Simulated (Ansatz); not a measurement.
# Ti2Hg: the cost of one run

Computed with Ansatz 0.2.0 (DFT PBE, scalar-relativistic, plane waves, PAW, unless a step's input says otherwise).

## (1) The system as given

The structure is cubic, space group Fd-3m (No. 227). Conventional cell: a = 7.588 Å, b = 7.588 Å, c = 7.588 Å, α = 90.00°, β = 90.00°, γ = 90.00°. Ti (site symmetry -3m) has 6 Ti at 2.68 Å as nearest neighbours. Hg (site symmetry -43m) has 12 Ti at 3.15 Å and 4 Hg at 3.29 Å as nearest neighbours.

As a file:

```cif
data_structure
_symmetry_space_group_name_H-M 'P 1'
_symmetry_Int_Tables_number 1
_cell_length_a 5.3652
_cell_length_b 5.3652
_cell_length_c 5.3652
_cell_angle_alpha 60.000
_cell_angle_beta 60.000
_cell_angle_gamma 60.000
_cell_volume 109.21
loop_
_atom_site_label
_atom_site_type_symbol
_atom_site_fract_x
_atom_site_fract_y
_atom_site_fract_z
_atom_site_occupancy
Ti1 Ti 0.62500 0.62500 0.62500 1
Ti2 Ti 0.12500 0.62500 0.62500 1
Ti3 Ti 0.62500 0.62500 0.12500 1
Ti4 Ti 0.62500 0.12500 0.62500 1
Hg1 Hg 0.00000 0.00000 0.00000 1
Hg2 Hg 0.25000 0.25000 0.25000 1
```

(A quick probe on a coarse mesh, which set the mesh and smearing, is not shown.)

## (3) Relaxing cell and atoms

File input.yaml:

```yaml
crystal:
  lattice:
    - [0.0, 3.7937984968, 3.7937984968]
    - [3.7937984968, 0.0, 3.7937984968]
    - [3.7937984968, 3.7937984968, 0.0]
  atoms:
    - { symbol: Ti, position: [0.625, 0.625, 0.625] }
    - { symbol: Ti, position: [0.125, 0.625, 0.625] }
    - { symbol: Ti, position: [0.625, 0.625, 0.125] }
    - { symbol: Ti, position: [0.625, 0.125, 0.625] }
    - { symbol: Hg, position: [0.0, 0.0, 0.0] }
    - { symbol: Hg, position: [0.25, 0.25, 0.25] }
basis:
  ecutwfc: 420
kpoints:
  mp_grid: { grid: [8, 8, 8] }
hamiltonian:
  xc: pbe
scf:
  occupations: { method: gaussian, width: 0.1 }
output:
  forces: true
  stress: true
  eigenvalues: true
  write_density: true
  write_potential: true
  elf: true
  volumetric_format: npy
relax:
  adjacent_minimum: "off"
  f_tol: 0.01
  max_steps: 80
  cell: { stress_tol: 0.05 }
```

Launch:

```sh
$ ansatz run input.yaml --threads 1 --pin off --max-ram 2560MiB --backend cpu --events-out ev --progress --plain --runs-dir out
```

What time and memory should one allow on 1 thread of AMD EPYC 7B13 (Zen 3), shared host?

About 27 s, with a peak of 0.53 GiB.
